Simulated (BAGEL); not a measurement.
# CH5GaO (SMILES C[O][GaH2]), step by step

We compute a single-point energy (HF/cc-pVDZ), then the energy (NEVPT2(2,2)/cc-pVDZ), then a single-point energy (CASPT2(2,2)/cc-pVDZ) of CH5GaO. 

The calculation is run with BAGEL 1.2.2.

2 further runs of the same task are left out: 2 set aside as unsound or not needed.

**1. The system as given**

The species is CH5GaO (8 atoms), meant as a singlet with charge 0. SMILES: `C[O][GaH2]`. One bond was lengthened or shortened from a relaxed shape.

Bond lengths: C1–O2 1.402 Å, O2–Ga3 1.782 Å, C1–H4 1.096 Å, C1–H5 1.099 Å, C1–H6 1.260 Å, Ga3–H7 1.565 Å, Ga3–H8 1.555 Å. Angles: C1–O2–Ga3 123.8°, O2–C1–H4 110.0°, O2–C1–H5 113.2°, O2–C1–H6 110.0°, O2–Ga3–H7 115.8°, O2–Ga3–H8 113.9°, H4–C1–H5 107.8°, H4–C1–H6 107.8°, H5–C1–H6 107.8°, H7–Ga3–H8 130.3°.

**2. A single-point energy at HF/cc-pVDZ (density fitting with svp-jkfit) (run 1)**

The input, calc.json:

```json
{ "bagel" : [

{
  "title" : "molecule",
  "basis" : "cc-pvdz.json",
  "df_basis" : "svp-jkfit",
  "angstrom" : true,
  "geometry" : [
    { "atom" : "C", "xyz" : [      -0.554724,       0.855349,      -0.519989 ] },
    { "atom" : "O", "xyz" : [      -0.643224,      -0.390751,       0.116411 ] },
    { "atom" : "Ga", "xyz" : [       0.765276,      -1.419251,       0.482211 ] },
    { "atom" : "H", "xyz" : [      -1.138124,       0.844749,      -1.447689 ] },
    { "atom" : "H", "xyz" : [       0.476276,       1.138949,      -0.773689 ] },
    { "atom" : "H", "xyz" : [      -1.030600,       1.754200,       0.224300 ] },
    { "atom" : "H", "xyz" : [       2.155976,      -0.850051,       0.045811 ] },
    { "atom" : "H", "xyz" : [       0.403776,      -2.753951,       1.193011 ] }
  ]
},

{ "title" : "hf" },

{ "title" : "print", "file" : "orbitals.molden", "orbitals" : true }

]}
```

The basis set cc-pVDZ is read from a file made from the Basis Set Exchange's data (not shown).

Started as:

```sh
BAGEL_NUM_THREADS=1 BAGEL calc.json > calc.out
```

What it wrote:

```text
* using 1 threads per process

  ===============================================================
  ===============================================================

  *** Geometry ***

  { "atom" : "C", "xyz" : [     -1.048276,      1.616375,     -0.982637 ] },
  { "atom" : "O", "xyz" : [     -1.215517,     -0.738412,      0.219985 ] },
  { "atom" : "Ga", "xyz" : [      1.446162,     -2.681996,      0.911247 ] },
  { "atom" : "H", "xyz" : [     -2.150743,      1.596344,     -2.735736 ] },
  { "atom" : "H", "xyz" : [      0.900031,      2.152302,     -1.462060 ] },
  { "atom" : "H", "xyz" : [     -1.947552,      3.314958,      0.423866 ] },
  { "atom" : "H", "xyz" : [      4.074204,     -1.606364,      0.086570 ] },
  { "atom" : "H", "xyz" : [      0.763026,     -5.204213,      2.254464 ] },

  Number of auxiliary basis functions:      508

  Since a DF basis is specified, we compute 2- and 3-index integrals:
    o Being stored without compression. Storage requirement is 0.026 GB

  Number of basis functions:       80
  Number of electrons      :       50

    * METHOD: MOLECULE                             0.29

  *** RHF ***

  === Nuclear Repulsion ===
   183.5492817109

      * DIIS with orbital gradients will be used.

  === RHF iteration (cc-pvdz.json) ===
      0      -2038.65521252          0.01525706           0.09
      1      -2038.75014610          0.01314373           0.09
      2      -2038.84225421          0.00138745           0.09
      3      -2038.84380433          0.00032997           0.09
      4      -2038.84386053          0.00008039           0.09
      5      -2038.84386484          0.00001425           0.09
      6      -2038.84386508          0.00000398           0.09
      7      -2038.84386510          0.00000110           0.09
      8      -2038.84386511          0.00000035           0.09
      9      -2038.84386511          0.00000013           0.09
     10      -2038.84386511          0.00000006           0.09
     11      -2038.84386511          0.00000002           0.09
     12      -2038.84386511          0.00000000           0.09
    * SCF iteration converged.

    * Permanent dipole moment:
           (   -0.585245,     0.006105,     0.136857) a.u.

    * METHOD: HF                                   1.38

    * METHOD: PRINT                                0.01

  ===============================================================
```

Run time: 1.8 s. Hardware: 1 thread of Arm Neoverse V1, shared host; peak memory 0.15 GiB.

**3. A single-point energy at NEVPT2(2,2)/cc-pVDZ (density fitting with svp-jkfit) (run 2)**

The input, nevpt2.json:

```json
{ "bagel": [

{
  "title": "molecule",
  "basis": "cc-pvdz.json",
  "df_basis": "svp-jkfit",
  "angstrom": "true",
  "geometry": [
    { "atom": "C", "xyz": [      -0.554724,       0.855349,      -0.519989 ] },
    { "atom": "O", "xyz": [      -0.643224,      -0.390751,       0.116411 ] },
    { "atom": "Ga", "xyz": [       0.765276,      -1.419251,       0.482211 ] },
    { "atom": "H", "xyz": [      -1.138124,       0.844749,      -1.447689 ] },
    { "atom": "H", "xyz": [       0.476276,       1.138949,      -0.773689 ] },
    { "atom": "H", "xyz": [      -1.030600,       1.754200,       0.224300 ] },
    { "atom": "H", "xyz": [       2.155976,      -0.850051,       0.045811 ] },
    { "atom": "H", "xyz": [       0.403776,      -2.753951,       1.193011 ] }
  ]
},

{ "title": "hf" },

{ "title": "casscf", "nstate": 1, "nact": 2, "nclosed": 24, "active": [21, 31], "maxiter": 200, "natocc": "true" },

{ "title": "nevpt2", "nstate": 1, "nact": 2, "nclosed": 24, "active": [21, 31], "maxiter": 200, "natocc": "true", "ncore": 11 },

{ "title": "print", "file": "orbitals.molden", "orbitals": "true" }

]}
```

The basis set cc-pVDZ is read from a file made from the Basis Set Exchange's data (not shown).

Started as:

```sh
BAGEL_NUM_THREADS=1 BAGEL nevpt2.json > nevpt2.out
```

What it wrote:

```text
* using 1 threads per process

  ===============================================================
  ===============================================================

  *** Geometry ***

  { "atom" : "C", "xyz" : [     -1.048276,      1.616375,     -0.982637 ] },
  { "atom" : "O", "xyz" : [     -1.215517,     -0.738412,      0.219985 ] },
  { "atom" : "Ga", "xyz" : [      1.446162,     -2.681996,      0.911247 ] },
[... 4 lines of this table left out ...]
  { "atom" : "H", "xyz" : [      0.763026,     -5.204213,      2.254464 ] },

  Number of auxiliary basis functions:      508

  Since a DF basis is specified, we compute 2- and 3-index integrals:
    o Being stored without compression. Storage requirement is 0.026 GB

  Number of basis functions:       80
  Number of electrons      :       50

    * METHOD: MOLECULE                             0.29

  *** RHF ***

  === Nuclear Repulsion ===
   183.5492817109

      * DIIS with orbital gradients will be used.

  === RHF iteration (cc-pvdz.json) ===
      0      -2038.65521252          0.01525706           0.10
      1      -2038.75014610          0.01314373           0.09
      2      -2038.84225421          0.00138745           0.09
[... 9 lines of this table left out ...]
     12      -2038.84386511          0.00000000           0.09
    * SCF iteration converged.

    * Permanent dipole moment:
           (   -0.585245,     0.006105,     0.136857) a.u.

    * METHOD: HF                                   1.42

  ---------------------------
      CASSCF calculation
  ---------------------------

    ==== Active orbitals : =====
         Orbital 21
         Orbital 31
    ============================

    * nstate   :      1
    * nclosed  :     24
    * nact     :      2
    * nvirt    :     54
  === CASSCF iteration (cc-pvdz.json) ===

    * Using the second-order algorithm

      0  0     -2038.84418356     8.63e-05      0.03

      1  0     -2038.85309809     9.32e-04      0.44
[... 17 lines of this table left out ...]
     10  0     -2038.86467191     2.90e-09      0.35

    * Second-order optimization converged. *

     guess   0:   closed 1.                   open ..

  === FCI iteration ===

      0  0     -2038.84348916     8.46e-02      0.00
      1  0     -2038.86467135     3.40e-04      0.00
      2  0 *   -2038.86467191     9.99e-16      0.00

     * ci vector, state   0, <S^2> = 0.0000
       2.     0.9922576561
       .2    -0.1241963921

    * METHOD: CASSCF                               4.64

    * freezing 11 orbitals

  === DF-NEVPT2 calculation ===

    * 3-index integral transformation done
    * assembly done

      NEVPT2 correlation energy:   -0.4032463482      0.17

          (+0)     -0.3515092969
          (+0)'    -0.0142006074
          (+1)     -0.0063333450
          (+1)'    -0.0000000000
          (+2)     -0.0002091609
          (-1)     -0.0224340030
          (-1)'     0.0000000000
          (-2)     -0.0085599350

      NEVPT2 total energy:       -2039.2679182552

    * METHOD: NEVPT2                               0.33

    * METHOD: PRINT                                0.01

  ===============================================================
```

Wall time 6.9 s (1 thread of Arm Neoverse V1, shared host); peak memory 0.15 GiB.

**4. The energy at CASPT2(2,2)/cc-pVDZ (density fitting with svp-jkfit) (run 3)**

The input, calc.json:

```json
{ "bagel" : [

{
  "title" : "molecule",
  "basis" : "cc-pvdz.json",
  "df_basis" : "svp-jkfit",
  "angstrom" : "true",
  "geometry" : [
    { "atom" : "C", "xyz" : [   -0.554724,    0.855349,   -0.519989 ] },
    { "atom" : "O", "xyz" : [   -0.643224,   -0.390751,    0.116411 ] },
    { "atom" : "Ga", "xyz" : [    0.765276,   -1.419251,    0.482211 ] },
    { "atom" : "H", "xyz" : [   -1.138124,    0.844749,   -1.447689 ] },
    { "atom" : "H", "xyz" : [    0.476276,    1.138949,   -0.773689 ] },
    { "atom" : "H", "xyz" : [   -1.030600,    1.754200,    0.224300 ] },
    { "atom" : "H", "xyz" : [    2.155976,   -0.850051,    0.045811 ] },
    { "atom" : "H", "xyz" : [    0.403776,   -2.753951,    1.193011 ] }
  ]
},
{ "title" : "hf" },
{ "title" : "casscf", "nstate" : 1, "nact" : 2, "nclosed" : 24, "active" : [21, 31], "maxiter" : 200, "natocc" : "true" },
{ "title" : "print", "file" : "orbitals.molden", "orbitals" : "true" },
{ "title" : "smith", "method" : "caspt2", "ms" : "true", "xms" : "true", "sssr" : "true", "shift" : 0.2, "shift_imag" : "true", "ncore" : 11 }

]}
```

The basis set cc-pVDZ is read from a file made from the Basis Set Exchange's data (not shown).

Started as:

```sh
BAGEL_NUM_THREADS=1 BAGEL calc.json > calc.out
```

What it wrote:

```text
* using 1 threads per process

  ===============================================================
  ===============================================================

  *** Geometry ***

  { "atom" : "C", "xyz" : [     -1.048276,      1.616375,     -0.982637 ] },
  { "atom" : "O", "xyz" : [     -1.215517,     -0.738412,      0.219985 ] },
  { "atom" : "Ga", "xyz" : [      1.446162,     -2.681996,      0.911247 ] },
[... 4 lines of this table left out ...]
  { "atom" : "H", "xyz" : [      0.763026,     -5.204213,      2.254464 ] },

  Number of auxiliary basis functions:      508

  Since a DF basis is specified, we compute 2- and 3-index integrals:
    o Being stored without compression. Storage requirement is 0.026 GB

  Number of basis functions:       80
  Number of electrons      :       50

    * METHOD: MOLECULE                             0.31

  *** RHF ***

  === Nuclear Repulsion ===
   183.5492817109

      * DIIS with orbital gradients will be used.

[... 6 lines left out ...]
    * SCF iteration converged.
[... 1 line left out ...]
    * Permanent dipole moment:
[... 27 lines left out ...]
    * Second-order optimization converged. *
[... 9 lines left out ...]
     * ci vector, state   0, <S^2> = 0.0000
[... 16 lines left out ...]
    * Zeroth order energy : state  0       -1.0373700274
[... 3 lines left out ...]
      -------------------------------------------  CASPT2 iteration  ---------------------------------------------------
       #      aibj      arbs      arbi      airj      risj      airs      arst      rist         Etot      error   time
      ------------------------------------------------------------------------------------------------------------------

       0  -0.35084  -0.01030  -0.02322  -0.00672  -0.00029  -0.01237  -0.00000  -0.00000   -0.4037506  0.0014507   0.09
       1  -0.35106  -0.01037  -0.02332  -0.00687  -0.00032  -0.01268  -0.00000  -0.00000   -0.4046190  0.0002379   0.08
       2  -0.35108  -0.01038  -0.02331  -0.00687  -0.00032  -0.01269  -0.00000  -0.00000   -0.4046472  0.0000511   0.08
       3  -0.35108  -0.01038  -0.02331  -0.00687  -0.00032  -0.01269  -0.00000  -0.00000   -0.4046482  0.0000117   0.08
       4  -0.35108  -0.01038  -0.02331  -0.00687  -0.00032  -0.01269  -0.00000  -0.00000   -0.4046483  0.0000027   0.09
       5  -0.35108  -0.01038  -0.02331  -0.00687  -0.00032  -0.01269  -0.00000  -0.00000   -0.4046483  0.0000005   0.09

      ------------------------------------------------------------------------------------------------------------------

    * CASPT2 energy : state  0    -2039.2713261159
        w/o shift correction      -2039.2693201948
        reference weight              0.8845292149

    * METHOD: SMITH                                0.80

  ===============================================================
```

It took 7.5 s on 1 thread of Arm Neoverse V1, shared host; peak memory 0.19 GiB.

**5. Outcome**

```
                                quantity           value
         run 1, HF/cc-pVDZ: total energy  -2038.84387 Eh
        run 1, HF/cc-pVDZ: dipole moment          1.53 D
          run 1, HF/cc-pVDZ: HOMO energy       -11.27 eV
          run 1, HF/cc-pVDZ: LUMO energy         1.52 eV
        run 1, HF/cc-pVDZ: HOMO–LUMO gap        12.78 eV
run 2, NEVPT2(2,2)/cc-pVDZ: total energy  -2039.26792 Eh
run 3, CASPT2(2,2)/cc-pVDZ: total energy  -2039.27133 Eh
```
